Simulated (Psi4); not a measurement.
# GeF2 (SMILES [F][Ge][F]): r2SCAN/def2-SVP (Coulomb fitting set, sweep point 1)

Aim: the vertical electron affinity of GeF2 at r2SCAN/def2-SVP (Coulomb fitting set, sweep point 1), from 2 runs. Input form: a Python script.

The calculation is run with Psi4 1.11.

2 further runs of the same task are left out: 2 for a known fault of the program.

### 1 Starting point

GeF2: 3 atoms, total charge 0, spin state singlet. As SMILES, `[F][Ge][F]`. The shape is that of a PBE0-D4/def2-TZVP optimisation.

Bond lengths: F1–Ge2 1.745 Å, Ge2–F3 1.745 Å. Angles: F1–Ge2–F3 97.2°.

### 2 The energy at r2SCAN/def2-SVP (Coulomb fitting set, sweep point 1)

The input, job.py:

```python
import psi4

psi4.set_memory('1600 MB')
psi4.set_num_threads(1)
psi4.set_output_file('run.log', False)

geom = psi4.geometry("""
0 1
F     -0.675900    -1.101800    -0.497500
Ge     0.637500    -0.295200     0.320200
F      0.027600     1.332100     0.164100
symmetry c1
""")

psi4.set_options({
    'basis': 'def2-SVP',
    'puream': True,
    'scf_type': 'df',
    'dft_radial_points': 99,
    'dft_spherical_points': 590,
    'df_basis_scf': 'def2-universal-jfit',
})

e = psi4.energy('r2scan', molecule=geom)
print(f'total energy {e:.8f} hartree = {e * 27.211386:.5f} eV')
```

Command:

```
$ python job.py
```

run.log:

```text
[...]
  Running in c1 symmetry.
[...]
  Nuclear repulsion =  191.062717603408373
[...]
  Multiplicity = 1
[...]
  Nalpha       = 25
  Nbeta        = 25
[...]
    Number of basis functions: 60
[...]
   @DF-RKS iter   1: -2275.12019075267244   -2.42761e+00   3.86404e-02 DIIS/ADIIS
[...]
   @DF-RKS iter   8: -2276.25157007077951   -2.39443e-08   5.06936e-07 DIIS
[...]
    Orbital Energies [Eh]
    ---------------------
    Doubly Occupied:
       1A   -398.161685     2A    -49.625900     3A    -44.128019
       4A    -44.128011     5A    -44.126579     6A    -24.473483
       7A    -24.473412     8A     -6.211326     9A     -4.368076
      10A     -4.364624    11A     -4.360342    12A     -1.193543
      13A     -1.187029    14A     -1.176987    15A     -1.173841
      16A     -1.170722    17A     -1.093072    18A     -1.062794
      19A     -0.507631    20A     -0.412417    21A     -0.385235
      22A     -0.383025    23A     -0.358744    24A     -0.345070
      25A     -0.287953
[...]
  @DF-RKS Final Energy: -2276.25157007077951
   => Energetics <=
    Nuclear Repulsion Energy =            191.0627176034083732
    One-Electron Energy =               -3554.0164993099087951
    Two-Electron Energy =                1186.6394461043680622
    DFT Exchange-Correlation Energy =     -99.9372344686477305
    Empirical Dispersion Energy =           0.0000000000000000
    VV10 Nonlocal Energy =                  0.0000000000000000
    Total Energy =                      -2276.2515700707795077
[...]
 Multipole Moments:
 ------------------------------------------------------------------------------------
     Multipole            Electronic (a.u.)      Nuclear  (a.u.)        Total (a.u.)
 ------------------------------------------------------------------------------------
 L = 1.  Multiply by 2.5417464519 to convert [e a0] to [Debye]
 Dipole X            :          2.8847055           -2.0857990            0.7989065
 Dipole Y            :         -1.1041708            0.7983941           -0.3057766
 Dipole Z            :         -0.0000000            0.0000000           -0.0000000
 Magnitude           :                                                    0.8554244
[...]
```

Standard output:

```text
total energy -2276.25157007 hartree = -61939.96011 eV
```

It took 7.2 s on 1 thread of Intel Xeon Platinum 8375C at 2.90GHz (Ice Lake), shared host; peak memory 0.8 GiB.

### 3 The doublet anion, same level

The input, run.py:

```python
import psi4

psi4.set_memory('1600 MB')
psi4.set_num_threads(1)
psi4.set_output_file('output.dat', False)

m = psi4.geometry("""
-1 2
F     -0.675900    -1.101800    -0.497500
Ge     0.637500    -0.295200     0.320200
F      0.027600     1.332100     0.164100
symmetry c1
""")

options = {'basis': 'def2-SVP', 'reference': 'uks', 'puream': True, 'scf_type': 'df', 'dft_radial_points': 99, 'dft_spherical_points': 590, 'df_basis_scf': 'def2-universal-jfit', 'maxiter': 150}
psi4.set_options(options)

E, wfn = psi4.energy("r2scan", return_wfn=True)
print(f'r2scan energy: {E:.10f} Eh')
```

Command:

```
$ python run.py
```

output.dat:

```text
[...]
  Running in c1 symmetry.
[...]
  Nuclear repulsion =  191.062717603408373
[...]
  Multiplicity = 2
[...]
  Nalpha       = 26
  Nbeta        = 25
[...]
    Number of basis functions: 60
[...]
   @DF-UKS iter   1: -2274.90468388036015   -2.21211e+00   3.99004e-02 ADIIS/DIIS
[...]
   @DF-UKS iter   9: -2276.25613826139397   -1.17166e-08   4.42028e-07 DIIS
[...]
   @S^2 Observed:                7.556313996E-01
[...]
    Orbital Energies [Eh]
    ---------------------
    Alpha Occupied:
       1A   -397.854157     2A    -49.319403     3A    -43.822060
       4A    -43.821514     5A    -43.820951     6A    -24.210483
       7A    -24.210424     8A     -5.905139     9A     -4.061303
      10A     -4.057300    11A     -4.056123    12A     -0.901512
      13A     -0.886708    14A     -0.869689    15A     -0.869103
      16A     -0.866719    17A     -0.827679    18A     -0.798330
      19A     -0.248541    20A     -0.158550    21A     -0.135243
      22A     -0.131488    23A     -0.107758    24A     -0.095795
      25A     -0.030668    26A      0.112602
    Alpha Virtual:
[...]
  @DF-UKS Final Energy: -2276.25613826139397
   => Energetics <=
    Nuclear Repulsion Energy =            191.0627176034083732
    One-Electron Energy =               -3568.2149956109178675
    Two-Electron Energy =                1201.1427024662784788
    DFT Exchange-Correlation Energy =    -100.2465627201629985
    Empirical Dispersion Energy =           0.0000000000000000
    VV10 Nonlocal Energy =                  0.0000000000000000
    Total Energy =                      -2276.2561382613939713
[...]
 Multipole Moments:
 ------------------------------------------------------------------------------------
     Multipole            Electronic (a.u.)      Nuclear  (a.u.)        Total (a.u.)
 ------------------------------------------------------------------------------------
 L = 1.  Multiply by 2.5417464519 to convert [e a0] to [Debye]
 Dipole X            :          2.2247236           -2.0857990            0.1389246
 Dipole Y            :         -0.8517422            0.7983941           -0.0533481
 Dipole Z            :         -0.0000000            0.0000000           -0.0000000
 Magnitude           :                                                    0.1488155
[...]
```

The script printed:

```text
r2scan energy: -2276.2561382614 Eh
```

Run time: 11 s. Hardware: 1 thread of Intel Xeon Platinum 8375C at 2.90GHz (Ice Lake), shared host; peak memory 0.8 GiB.

### 4 What came out

At r2SCAN/def2-SVP (Coulomb fitting set, sweep point 1):

```
                                         quantity           value
                       singlet GeF2: total energy  -2276.25157 Eh
                      singlet GeF2: dipole moment          2.17 D
                        singlet GeF2: HOMO energy        -7.84 eV
                        singlet GeF2: LUMO energy        -3.17 eV
                      singlet GeF2: HOMO–LUMO gap         4.67 eV
                      doublet anion: total energy  -2276.25614 Eh
doublet anion: HOMO energy (highest over α and β)         3.06 eV
 doublet anion: LUMO energy (lowest over α and β)         4.88 eV
                              doublet anion: ⟨S²⟩           0.756
vertical electron affinity (to the doublet anion)        0.124 eV
```

In words: At fixed nuclei the extra electron is bound by 0.12 eV (12.0 kJ/mol). The basis has no diffuse functions, so the error can be as large as this value. The HOMO (doublet anion) lies at positive energy, 3.06 eV, as semi-local functionals often give for anions; only total energies tell whether the electron is bound.
